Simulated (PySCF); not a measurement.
The system is F2AlBr, in a box.

```xyz
4
Lattice="12.0000 0.0000 0.0000 0.0000 12.0000 0.0000 0.0000 0.0000 12.0000" Properties=species:S:1:pos:R:3 pbc="T T T"
F     7.2590    6.9137    7.1263
Al    6.2612    6.2168    6.0398
F     6.3816    4.6114    5.7754
Br    4.7670    7.4306    4.9418
```

Program: PySCF 2.14.0. Alike in all runs: task atomic charges; potentials or basis def2-svp (all-electron); no spin polarisation; cell as given; k mesh 1 × 1 × 1; smearing fixed.

Q: Order these runs on this cell by their band gap on the k mesh, lowest first.
A. level PBEsol0; three-centre integrals read from an earlier run's file; exxdiv ewald
B. level r2SCAN0+D4; three-body dispersion term yes; three-centre integrals read from an earlier run's file; exxdiv ewald
C. level M06-L+D4; three-body dispersion term yes; three-centre integrals read from an earlier run's file
D. level PBE

A: D (5.61 eV), C (6.59 eV), A (7.89 eV), B (8.42 eV).

Caveats: this is a molecule in a periodic box at the Γ point, so its band gap is the HOMO-LUMO gap; relativity is left out, which matters for the heavier elements; the basis of atomic orbitals isn't converged, which shifts pressures, moduli and gaps.

